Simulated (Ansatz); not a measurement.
**C3H8Si: a ladder of functionals and wavefunction methods**

How much do the methods differ for C3H8Si? The plan is to run it at one geometry with functionals of several rungs and with coupled cluster. The yardstick is the atomisation energy at the CCSD(T) limit.

Computed with Ansatz 0.2.0, Gaussian basis. Level: functionals in def2-TZVPP, the program's frozen cores in correlated methods.

Plan: LDA (SPW92), PBE-D4, revPBE-D4, BLYP-D4, r2SCAN-D4, B97M-V, PBE0-D4, B3LYP-D4, r2SCANh-D4, r2SCAN0-D4, HSE06-D4, BHLYP-D4, CAM-B3LYP-D4, LC-ωPBE, ωB97X-V, ωB97M-V, B2PLYP, PBE-QIDH; CCSD(T)/def2-SVP; CCSD(T)/def2-TZVPP; MP2/def2-QZVPP; extrapolation to the limit; RPA on PBE.

## 1. Structure used throughout

All runs share one geometry, relaxed beforehand with PBE0-D4 in a triple-zeta def2 set.

SMILES `CC(C)[SiH]`, 12 atoms, charge 0, spin multiplicity 1.

Atoms are counted from 1 here; the program's logs count them from 0.

Bond lengths: C1–C2 1.513 Å, C1–H5 1.093 Å, C1–H6 1.093 Å, C1–H7 1.096 Å, C2–C3 1.532 Å, C2–Si4 1.900 Å, C2–H8 1.091 Å, C3–H9 1.089 Å, C3–H10 1.146 Å, C3–H11 1.090 Å, Si4–H12 1.529 Å. Angles: C2–C1–H5 111.1°, C2–C1–H6 110.7°, C2–C1–H7 112.0°, H5–C1–H6 107.4°, H5–C1–H7 107.3°, H6–C1–H7 108.1°, C1–C2–C3 114.4°, C1–C2–Si4 122.7°, C1–C2–H8 111.2°, C3–C2–Si4 84.0°, C3–C2–H8 110.2°, Si4–C2–H8 111.4°, C2–C3–H9 112.0°, C2–C3–H10 112.9°, C2–C3–H11 114.0°, H9–C3–H10 104.0°, H9–C3–H11 111.2°, H10–C3–H11 101.8° and more.

## 2. LDA

This LDA is Slater exchange with PW92 correlation.

File in.yaml:

```yaml
crystal:
  periodic: [false, false, false]
  atoms:
    - {symbol: C, position_ang: [-0.253066, 0.907035, -1.062764]}
    - {symbol: C, position_ang: [0.097622, -0.436263, -0.460166]}
    - {symbol: C, position_ang: [0.789909, -0.357513, 0.904092]}
    - {symbol: Si, position_ang: [-1.168981, -1.505655, 0.467601]}
    - {symbol: H, position_ang: [-0.840129, 0.787490, -1.976470]}
    - {symbol: H, position_ang: [-0.850592, 1.498924, -0.364392]}
    - {symbol: H, position_ang: [0.640234, 1.486399, -1.322444]}
    - {symbol: H, position_ang: [0.694213, -1.034401, -1.150424]}
    - {symbol: H, position_ang: [0.750395, 0.645915, 1.325034]}
    - {symbol: H, position_ang: [0.284728, -1.010867, 1.698565]}
    - {symbol: H, position_ang: [1.807530, -0.747536, 0.908471]}
    - {symbol: H, position_ang: [-1.874762, -0.288626, 1.066995]}
basis:
  gaussian: {orbitals: def2-TZVPP}
hamiltonian: {xc: lda}
output: {orbitals: {seedname: orbitals}}
```

The runs that follow: PBE-D4 (GGA); revPBE-D4 (GGA); BLYP-D4 (GGA); r2SCAN-D4 (meta-GGA); B97M-V (meta-GGA); PBE0-D4 (hybrid); B3LYP-D4 (hybrid); r2SCANh-D4 (hybrid); r2SCAN0-D4 (hybrid); HSE06-D4 (hybrid); BHLYP-D4 (hybrid); CAM-B3LYP-D4 (range-separated); LC-ωPBE-D4 (range-separated); ωB97X-V (range-separated); ωB97M-V (range-separated); B2PLYP (double hybrid); PBE-QIDH (double hybrid); CCSD(T) in def2-SVP; CCSD(T) in def2-TZVPP; MP2 in def2-QZVPP; RPA on PBE orbitals.

Q: Predict the results of all the runs planned. Wanted: atomisation energy, CCSD(T)/CBS; farthest beyond LDA; mean size of error, GGA; mean size of error, meta-GGA; mean size of error, hybrid; mean size of error, range-separated; mean size of error, double hybrid; gap, smallest and largest; T1 diagnostic.

As calculated:

| quantity | value |
| --- | --- |
| atomisation energy, CCSD(T)/CBS | 1043.8 kcal/mol |
| functionals within 5.2 kcal/mol (0.5 %) | revPBE-D4, BLYP-D4, r2SCAN-D4, B97M-V, B3LYP-D4, r2SCANh-D4, CAM-B3LYP-D4, LC-ωPBE, ωB97X-V, PBE-QIDH |
| farthest beyond LDA | BHLYP-D4 (-20.7 kcal/mol) |
| mean size of error, GGA | 8.2 kcal/mol |
| mean size of error, meta-GGA | 3.2 kcal/mol |
| mean size of error, hybrid | 7.1 kcal/mol |
| mean size of error, range-separated | 4.0 kcal/mol |
| mean size of error, double hybrid | 6.9 kcal/mol |
| gap, smallest and largest | 2.78 eV (LDA (SPW92)), 9.47 eV (LC-ωPBE) |
| T1 diagnostic | 0.0120 |
| triples share of the correlation energy | 4.0 % |

The LDA atomisation energy is off by 138.5 kcal/mol (13 %): it overbinds. PBE-D4 is off by +16.5 kcal/mol. Double hybrids carry the basis error of their MP2 part in triple zeta, and no dispersion term here, so their miss is partly the set-up's. The rungs meta-GGA, range-separated miss on average by less than the doubt on the reference (5.2 kcal/mol), so they tie. Misses under about 5.2 kcal/mol are within the doubt on the reference itself, which lacks core-valence correlation, relativity and higher excitations. Hartree-Fock recovers 75 % of the binding; the rest is correlation. CCSD(T) in def2-SVP is off by -45.4 kcal/mol, worse than the median functional, from the basis alone. The gap grows from 2.8 to 9.5 eV across the functionals, mostly with the share of exact exchange.
